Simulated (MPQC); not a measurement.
# ZAPT2/def2-TZVPPD run of doublet GaF+

Aim: the energy of doublet GaF+. 

The results are computed with MPQC 2.3.1.

5 further runs of the same task are left out: 1 that didn't finish, 4 set aside as unsound or not needed. Runs told in other sessions of the task aren't counted.

**1. The system as given**

GaF+: 2 atoms, total charge +1, spin state doublet. As SMILES of the parent species, `[F][Ga]`. The shape comes from GFN2-xTB, which is rough for such elements, and wasn't checked as a minimum. That shape belongs to the parent species and isn't relaxed for this state.

Bond lengths: F1–Ga2 1.799 Å.

**2. A single-point energy at ZAPT2/def2-TZVPPD**

The input, input.in:

```
% emacs should use -*- KeyVal -*- mode
molecule<Molecule>: (
   symmetry = c1
   unit = bohr
   { atoms geometry } = {
      F  [ 0.00000000 0.00000000 0.00000000 ]
      Ga [ 0.00000000 0.00000000 3.39990076 ]
   }
)
basis<GaussianBasisSet>: (
   name = "def2-TZVPPD"
   molecule = $:molecule
   basisdir = "."
   puream = yes
)
mpqc: (
   checkpoint = no
   savestate = no
   restart = no
   do_energy = yes
   do_gradient = no
   optimize = no
   mole<MBPT2>: (
      molecule = $:molecule
      basis = $:basis
      memory = 1000000000
      method = zapt
      nfzc = 10
      reference<HSOSHF>: (
         molecule = $:molecule
         basis = $:basis
         total_charge = 1
         multiplicity = 2
         memory = 1000000000
         print_evals = yes
         maxiter = 120
         value_accuracy = 1e-08
         guess_wavefunction<HSOSHF>: (
            molecule = $:molecule
            total_charge = 1
            multiplicity = 2
            memory = 1000000000
            value_accuracy = 1e-3
            basis<GaussianBasisSet>: (
               name = "3-21G"
               molecule = $:molecule
            )
         )
      )
   )
)
```

The basis set def2-TZVPPD is read from a file made from the Basis Set Exchange's data (not shown).

Started as:

```console
$ mpqc input.in > input.out
```

**Question.** What will come out? Wanted: total energy; correlation energy.

**Answer.** As computed:

At ZAPT2/def2-TZVPPD, 10 core orbitals frozen:

| quantity | value |
| --- | --- |
| total energy | -2022.86865 Eh |
| correlation energy (10 core orbitals frozen) | -426.0 mEh |
